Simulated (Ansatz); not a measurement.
**LaIr3B2 (LaB2Ir3-type): a single-point run**

Wanted: a converged single-point run for LaIr3B2 (LaB2Ir3-type), and a check of what comes out. The structure is shown as the input types it.

Computed with Ansatz 0.2.0 (DFT PBE, scalar-relativistic, plane waves, PAW, unless a step's input says otherwise).

### 1 The structure to begin with

The structure is hexagonal, space group P6/mmm (No. 191). Conventional cell: a = 5.535 Å, b = 5.535 Å, c = 3.125 Å, α = 90.00°, β = 90.00°, γ = 120.00°. La (site symmetry 6/mmm) is surrounded by 2 La at 3.12 Å and 12 Ir at 3.18 Å and 6 B at 3.20 Å. B (site symmetry -6m2) is surrounded by 6 Ir at 2.23 Å and 3 La at 3.20 Å. Around Ir (site symmetry mmm) lie 4 B at 2.23 Å.

Coordinates:

```
CELL_PARAMETERS angstrom
5.53510 0.00000 0.00000
-2.76755 4.79354 0.00000
0.00000 0.00000 3.12490
ATOMIC_POSITIONS crystal
La 0.00000 0.00000 0.00000
B 0.33333 0.66667 0.00000
B 0.66667 0.33333 0.00000
Ir 0.50000 0.00000 0.50000
Ir 0.50000 0.50000 0.50000
Ir 0.00000 0.50000 0.50000
```

### 2 The calculation

Input file input.yaml:

```yaml
crystal:
  lattice:
    - [5.535102691159, 6.528521378794e-34, 8.160651723492e-35]
    - [-2.767551345579, 4.793539543099, 2.987005842235e-35]
    - [4.587513695316e-35, 4.587513695316e-35, 3.12489851854]
  atoms:
    - { symbol: La, position: [-5.691576976261e-36, -7.522569490169e-36, 0.0] }
    - { symbol: B, position: [0.3333333333333, 0.6666666666667, -2.672764710092e-51] }
    - { symbol: B, position: [0.6666666666667, 0.3333333333333, 2.672764710092e-51] }
    - { symbol: Ir, position: [0.5, 1.253761581695e-35, 0.5] }
    - { symbol: Ir, position: [0.5, 0.5, 0.5] }
    - { symbol: Ir, position: [5.551115123126e-17, 0.5, 0.5] }
basis:
  ecutwfc: 420
  ecutrho_ratio: 4
kpoints:
  mp_grid: { grid: [6, 6, 8] }
hamiltonian:
  xc: pbe
scf:
  occupations: { method: gaussian, width: 0.05 }
  mixing: { algorithm: anderson, beta: 0.005, ndim: 1 }
  max_iter: 100
output:
  forces: true
  stress: true
```

On the command line:

```
$ ansatz run input.yaml --threads 8 --pin off --max-ram 12288MiB --backend cpu --events-out ev --progress --plain --runs-dir out
```

Q: Will this input give a usable result? If not, why, and what should change?

The program finished normally. Convergence says nothing about whether the input makes sense.

The suspect setting: scf.mixing.algorithm is anderson; scf.mixing.beta is 0.005; scf.mixing.ndim is 1. What could go wrong: mixing too weak. The residual crept for many cycles and then fell at once, which so weak a step can't do by itself: the program changed its mixing. Several mixing settings were changed at once, so this run can't tell how much each is to blame.

Run again and compare: delete scf.mixing.algorithm, scf.mixing.beta and scf.mixing.ndim (the default then holds).
